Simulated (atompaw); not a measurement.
**Pseudopotential generation for platinum: PAW (atompaw), LDA (PW92)**

Task: generate the file, and judge it by its logarithmic derivatives, its ghosts and its cutoff.

Program: atompaw 4.2.0.5. Reference atom: LDA (PW92), scalar-relativistic, spherical and spin-unpolarised. All values are calculated.

## (1) Starting point

Typed settings, in words:

| Property | Result |
| --- | --- |
| element | platinum (Pt, Z = 78) |
| type | PAW |
| frozen core | [Xe] 4f14 |
| valence charge | 10 |
| reference configuration | 5d7 6s0 6p0 (charge +3) |
| partial waves | 6s (bound, empty): rc 2.20 bohr; 6s channel at 1.7 Ry: rc 2.20 bohr; 6p (bound, empty): rc 3.00 bohr; 6p channel at 1.05 Ry: rc 3.00 bohr; 5d (bound): rc 3.00 bohr; 5d channel at 4.6 Ry: rc 3.00 bohr |
| local potential | troulliermartins scheme with l = 3 at -0.5 Ry, radius 2.25 bohr |
| core correction | smooth core density matched at 2.75 bohr |
| augmentation charge | gaussian compensation charge, radius 2.30 bohr; PAW radius 3.00 bohr; waves and projectors: custom rrkj vanderbiltortho |

## (2) The generation run

Pt.input reads:

```
Pt 78
LDA-PW scalarrelativistic loggrid 2001 logderivrange -5 5 251
6 6 5 4 0 0
6 0 0
6 1 0
5 2 7
0 0 0
c
c
c
c
c
v
c
c
c
c
v
c
c
v
c
2
3.00 2.30 2.25 2.75
y
1.7
n
y
1.05
n
y
4.6
n
custom rrkj vanderbiltortho gaussian
3 -0.5 troulliermartins
2.20
2.20
3.00
3.00
3.00
3.00
PWSCFOUT
UPFDX 0.0125d0 UPFXMIN -7.d0 UPFZMESH 78.d0
END
```

Started as:

```sh
$ atompaw < Pt.input > Pt.log
```

Q: Predict the outcome of this session. Wanted: cutoffs for 10 and 1 mRy, occupied levels; bound ghosts; largest phase difference near zero energy, channels read; lowest eigenvalue of the overlap; share of valence orbitals outside the PAW sphere; UPF file.

**Answer**, as computed:

| quantity | value |
| --- | --- |
| cutoffs for 10 and 1 mRy, occupied levels | 12 Ry and 18 Ry |
| bound ghosts | s at -49.74 eV |
| largest phase difference near zero energy, channels read | 3.141 rad |
| lowest eigenvalue of the overlap (Bessel basis) | 0.416 (d) |
| share of valence orbitals outside the PAW sphere | 6s 17 %, 6p 38 %, 5d 2 % |
| UPF file | written |

What this shows: A bound ghost (s) makes it unfit for use: electrons can fall into a state that the atom doesn't have. By its cutoff, 12 Ry for the looser tolerance, it is soft on the atom at that tolerance. Near zero energy the largest phase difference among the channels read is 3.14 rad, in the p channel. A step near π is an extra or missing state, not a misfit of shape. The pseudo curves have poles with no partner nearby in the atom's: s at -3.66 Ry, p at 0.90 Ry. At positive energy that is a spurious or a displaced resonance.
